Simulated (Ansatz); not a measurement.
# GaBP (doublet): relaxing a cheap start

Aim: relax a generated start of GaBP (doublet) and see which bonds hold.

The runs use Ansatz 0.2.0, Gaussian basis; UKS PBE0/def2-TZVP.

### Step 1. The system as given

3 atoms, charge 0, spin multiplicity 2.

Atoms are counted from 1 here; the program's logs count them from 0.

Bond lengths: Ga1–P3 2.438 Å, B2–P3 1.681 Å. Angles: Ga1–P3–B2 94.8°.

The start was built by rule and, where that kept it together, relaxed with GFN2-xTB. Sticks and bond lists go by distance. No spin-orbit coupling is included. 

### Step 2. Relaxation

in.yaml

```yaml
crystal:
  periodic: [false, false, false]
  atoms:
    - {symbol: Ga, position_ang: [-0.890570, -0.304091, -0.002788]}
    - {symbol: B, position_ang: [1.395580, 1.750442, 0.014943]}
    - {symbol: P, position_ang: [1.517593, 0.073550, 0.001059]}
basis:
  gaussian: {orbitals: def2-TZVP}
magnetization: {spin_polarized: true, initial_magnetization: 1}
hamiltonian: {xc: pbe0}
relax: {f_tol: 0.004, max_steps: 80}
```

The run is started by

```
> ansatz run in.yaml --threads 1 --pin off --events-out ev --progress --plain --max-ram 2176MiB
```

Q: Predict the outcome of this session. Wanted: energy gained; shift from the start; total energy; dipole moment; ⟨S²⟩.

As calculated:

| quantity | value |
| --- | --- |
| steps | 8 |
| energy gained | 0.214 eV |
| shift from the start (rms) | 0.489 Å |
| total energy | -62329.4602 eV |
| dipole moment | 2.03 D |
| ⟨S²⟩ | 0.803 |

By distance, Ga1–B2 formed. Ga1–B2 went from 3.074 to 2.071 Å. No vibrations were run, so this is a stationary point, not a proven minimum, and this spin need not be the ground state's.
